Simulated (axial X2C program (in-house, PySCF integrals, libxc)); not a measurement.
# HMoH⁺: bond lengths and stretches, held linear

An exercise on one series of results from a longer session: the logs are not shown, and one member is left open.

Computed with an in-house X2C program for linear molecules on PySCF integrals. Level: all-electron X2C, two-component (2c) or spin-free, H dyall-v3z, Mo dyall-v3z.

All values are calculated.

2 further runs of the same task are left out: 2 set aside as unsound or not needed.

Set-up of the first run:

File task.json:

```json
{"zs": [1, 42, 1], "q": 1, "bas": ["dyall-v3z", "dyall-v3z", "dyall-v3z"], "r0": [1.7, 1.7], "symm": 1, "scan": ["PBE0", "HF", "r2SCAN"], "levels": ["PBE0", "HF", "PBE"], "nst": 2}
```

Keys: zs atomic numbers; q charge; bas basis sets; r0 starting distance in Å; symm equal bonds; scan levels of the two-bond scan; levels methods; nst determinants followed.

Started as:

```sh
> python solin.py task.json out
```

Masses H 1.008, Mo 97.905, H 1.008 u.

Steps of the session up to this table: Scan at PBE0, 2c; Scan at r2SCAN, 2c; Scan at PBE0, spin-free.

One of the session's tables, all rows but one given; the rest of the session is left out.

```
            level  lower stretch (cm⁻¹)  upper stretch (cm⁻¹)
         PBE0, 2c                 643.8                1437.2
       r2SCAN, 2c                     ?                     ?
  PBE0, spin-free                 645.5                1438.3
r2SCAN, spin-free                 673.7                1426.1
```

Q: Estimate the row for r2SCAN, 2c from the others.

As computed: lower stretch (cm⁻¹): 672.5; upper stretch (cm⁻¹): 1425.2. In the column «lower stretch (cm⁻¹)» it lies between PBE0, spin-free (645.5) and r2SCAN, spin-free (673.7).

Scans not shown above were run alike.

The molecule was held linear; bending was not examined, so a bent shape may lie lower. Note: several unpaired electrons, one determinant need not be a pure state.
